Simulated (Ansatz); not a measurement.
**C2H8FGaO: small, medium and large basis sets**

The task here is to estimate one member of a computed series from the others.

Program: Ansatz 0.2.0, Gaussian basis. Level of theory: one geometry, several basis sets. These are calculated values, not measurements.

Plan: PBE0-D4/def2-SVP; ωB97M-V/def2-SVP; PBE0-D4/def2-QZVPP; ωB97M-V/def2-QZVPP; the functionals' def2-TZVPP values are taken from earlier runs.

## Structure used throughout

The geometry comes from an earlier relaxation with PBE0-D4 in a triple-zeta def2 set; it is a stationary point, not always the lowest conformer.

SMILES `[CH3][Ga-]([CH3])([OH2+])[F]`, 13 atoms, charge 0, spin multiplicity 1.

Atoms are counted from 1 here; the program's logs count them from 0.

Bond lengths: C1–Ga2 1.957 Å, C1–H6 1.092 Å, C1–H7 1.091 Å, C1–H8 1.093 Å, Ga2–C3 1.965 Å, Ga2–O4 2.180 Å, Ga2–F5 1.823 Å, C3–H9 1.092 Å, C3–H10 1.093 Å, C3–H11 1.093 Å, O4–H12 0.962 Å, O4–H13 0.974 Å. Angles: Ga2–C1–H6 111.4°, Ga2–C1–H7 110.1°, Ga2–C1–H8 110.5°, H6–C1–H7 108.7°, H6–C1–H8 107.9°, H7–C1–H8 108.1°, C1–Ga2–C3 132.2°, C1–Ga2–O4 103.8°, C1–Ga2–F5 112.2°, C3–Ga2–O4 101.9°, C3–Ga2–F5 111.8°, O4–Ga2–F5 79.2°, Ga2–C3–H9 110.8°, Ga2–C3–H10 111.6°, Ga2–C3–H11 110.5°, H9–C3–H10 108.9°, H9–C3–H11 107.6°, H10–C3–H11 107.3° and more.

Set-up of the first run:

Contents of in.yaml:

```yaml
crystal:
  periodic: [false, false, false]
  atoms:
    - {symbol: C, position_ang: [-1.757139, 0.217314, -0.975621]}
    - {symbol: Ga, position_ang: [0.092639, 0.042431, -0.360812]}
    - {symbol: C, position_ang: [1.122874, -1.494359, 0.300945]}
    - {symbol: O, position_ang: [0.215472, 1.421982, 1.322235]}
    - {symbol: F, position_ang: [1.174037, 1.335652, -1.055557]}
    - {symbol: H, position_ang: [-2.453620, -0.266995, -0.288109]}
    - {symbol: H, position_ang: [-2.026194, 1.271291, -1.061642]}
    - {symbol: H, position_ang: [-1.879644, -0.244836, -1.958022]}
    - {symbol: H, position_ang: [2.129892, -1.189937, 0.593624]}
    - {symbol: H, position_ang: [0.634174, -1.967353, 1.156472]}
    - {symbol: H, position_ang: [1.220047, -2.253807, -0.478508]}
    - {symbol: H, position_ang: [0.761583, 1.107004, 2.049384]}
    - {symbol: H, position_ang: [0.786079, 1.986716, 0.770412]}
basis:
  gaussian: {orbitals: def2-SVP}
hamiltonian: {xc: pbe0, dispersion: d4}
output: {orbitals: {seedname: orbitals}}
```

Command:

```bash
ansatz run in.yaml --threads 4 --pin off --events-out ev --progress --plain --max-ram 11315MiB
```

Among the steps run: PBE0-D4 in def2-SVP; ωB97M-V in def2-SVP; PBE0-D4 in def2-QZVPP; ωB97M-V in def2-QZVPP.

One of the session's tables, all rows but one given; the rest of the session is left out.

It belongs to the step «Density functionals: the series». 

```
functional       basis  HOMO (eV)  LUMO (eV)
   PBE0-D4    def2-SVP      -7.47       0.59
   PBE0-D4  def2-TZVPP      -7.57       0.05
   PBE0-D4  def2-QZVPP      -7.60      -0.26
   ωB97M-V    def2-SVP          ?          ?
   ωB97M-V  def2-TZVPP      -9.79       1.50
   ωB97M-V  def2-QZVPP      -9.81       0.97
```

**Question.** Estimate the row for ωB97M-V, def2-SVP.

As computed: HOMO (eV): -9.69; LUMO (eV): 2.21. In the column «HOMO (eV)» it lies between ωB97M-V, def2-TZVPP (-9.79) and PBE0-D4, def2-QZVPP (-7.60).
